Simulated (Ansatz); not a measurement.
# LaP: a single-point run

Aim: a sound single-point run of LaP. The structure is shown as the input types it. The cell is built on a prototype (zincblende) and needn't be the phase found in nature.

Method: density functional or hybrid calculation with the settings of its input, plane waves (as first typed), in Ansatz 0.2.0.

2 further runs of the same task are left out: 2 that didn't finish.

### Step 1. Starting point

Symmetry: F-43m, No. 216, cubic system. Conventional cell: a = 6.633 Å, b = 6.633 Å, c = 6.633 Å, α = 90.00°, β = 90.00°, γ = 90.00°. Around La (site symmetry -43m) lie 4 P at 2.87 Å. Around P (site symmetry -43m) lie 4 La at 2.87 Å.

Coordinates:

```
La P
1.0
     0.00000    3.31641    3.31641
     3.31641    0.00000    3.31641
     3.31641    3.31641    0.00000
La P
1 1
Direct
  0.00000 0.00000 0.00000
  0.25000 0.25000 0.25000
```

### Step 2. The run

Contents of input.yaml:

```yaml
crystal:
  lattice:
    - [0.0, 3.316409012, 3.316409012]
    - [3.316409012, 0.0, 3.316409012]
    - [3.316409012, 3.316409012, 0.0]
  atoms:
    - { symbol: La, position: [0.0, 0.0, 0.0] }
    - { symbol: P, position: [0.25, 0.25, 0.25] }
kpoints:
  mp_grid: { grid: [2, 4, 6] }
hamiltonian:
  xc: r2scan
scf:
  occupations: { method: fixed }
  n_extra_bands: 4
output:
  forces: true
  stress: true
  eigenvalues: true
```

Launch:

```bash
$ ansatz run input.yaml --threads 4 --pin off --max-ram 3686MiB --backend cpu --events-out ev --progress --plain --runs-dir out
```

What happens when this is run?

The program finished normally, with warnings (symmetry narrowed by mesh). Its log warns: «crystal.symmetry: narrowed to the stabiliser of the k-point mesh — unitary ops 24 → 2; excluded 22 operations that carry a point of the 2×4×6 mesh (shift [0, 0 ...»

Look at the input: kpoints.mp_grid.grid is [2, 4, 6]. Unequal divisions along equivalent axes break the crystal's symmetry in the sampling.

Run again and compare: set kpoints.mp_grid.grid to [4, 4, 4].
